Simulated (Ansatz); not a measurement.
# SiCl₂F₂: how energies converge with the basis set

One table from this session's results is given with a row withheld; the runs are named, their logs left out.

Program: Ansatz 0.2.0, Gaussian basis. Level of theory: one geometry, several basis sets. These are calculated values, not measurements.

Levels to be run: PBE0-D4/def2-SVP; ωB97M-V/def2-SVP; PBE0-D4/def2-QZVPP; ωB97M-V/def2-QZVPP; CCSD(T)/cc-pV(D+d)Z; CCSD(T)/cc-pV(T+d)Z; CCSD(T)/cc-pV(Q+d)Z; the functionals' def2-TZVPP values are taken from earlier runs.

## Structure used throughout

An earlier PBE0-D4 in a triple-zeta def2 set relaxation fixed the geometry.

SMILES `F[Si](F)(Cl)Cl`, 5 atoms, charge 0, spin multiplicity 1.

Atoms are counted from 1 here; the program's logs count them from 0.

Bond lengths: F1–Si2 1.571 Å, Si2–F3 1.571 Å, Si2–Cl4 2.007 Å, Si2–Cl5 2.007 Å. Angles: F1–Si2–F3 107.7°, F1–Si2–Cl4 109.3°, F1–Si2–Cl5 109.3°, F3–Si2–Cl4 109.3°, F3–Si2–Cl5 109.3°, Cl4–Si2–Cl5 111.8°.

As a file:

```
atom    x (Å)    y (Å)    z (Å)
  F1   0.0877  -0.2435   1.5922
 Si2   0.0542  -0.0669   0.0320
  F3   1.0533  -1.1086  -0.5870
 Cl4  -1.7993  -0.4443  -0.6395
 Cl5   0.6541   1.7897  -0.4392
```

Set-up of the first run:

Contents of in.yaml:

```yaml
crystal:
  periodic: [false, false, false]
  atoms:
    - {symbol: F, position_ang: [0.087662, -0.243495, 1.592194]}
    - {symbol: Si, position_ang: [0.054174, -0.066871, 0.031986]}
    - {symbol: F, position_ang: [1.053277, -1.108609, -0.586999]}
    - {symbol: Cl, position_ang: [-1.799287, -0.444278, -0.639466]}
    - {symbol: Cl, position_ang: [0.654075, 1.789653, -0.439215]}
basis:
  gaussian: {orbitals: def2-SVP}
hamiltonian: {xc: pbe0, dispersion: d4}
output: {orbitals: {seedname: orbitals}}
```

On the command line:

```console
$ ansatz run in.yaml --threads 2 --pin off --events-out ev --progress --plain --max-ram 22528MiB --backend cpu
```

Steps of the session up to this table: PBE0-D4 in def2-SVP; ωB97M-V in def2-SVP; PBE0-D4 in def2-QZVPP; ωB97M-V in def2-QZVPP.

One of the session's tables, all rows but one given; the rest of the session is left out.

| functional | basis | HOMO (eV) | LUMO (eV) |
| --- | --- | --- | --- |
| PBE0-D4 | def2-SVP | -9.82 | 0.48 |
| PBE0-D4 | def2-TZVPP | -9.93 | 0.12 |
| PBE0-D4 | def2-QZVPP | -9.95 | -0.14 |
| ωB97M-V | def2-SVP | ? | ? |
| ωB97M-V | def2-TZVPP | -12.17 | 2.17 |
| ωB97M-V | def2-QZVPP | -12.21 | 1.58 |

**Question.** Estimate the row for ωB97M-V, def2-SVP.

As computed: HOMO (eV): -12.01; LUMO (eV): 2.65. In the column «HOMO (eV)» it lies between ωB97M-V, def2-TZVPP (-12.17) and PBE0-D4, def2-QZVPP (-9.95).
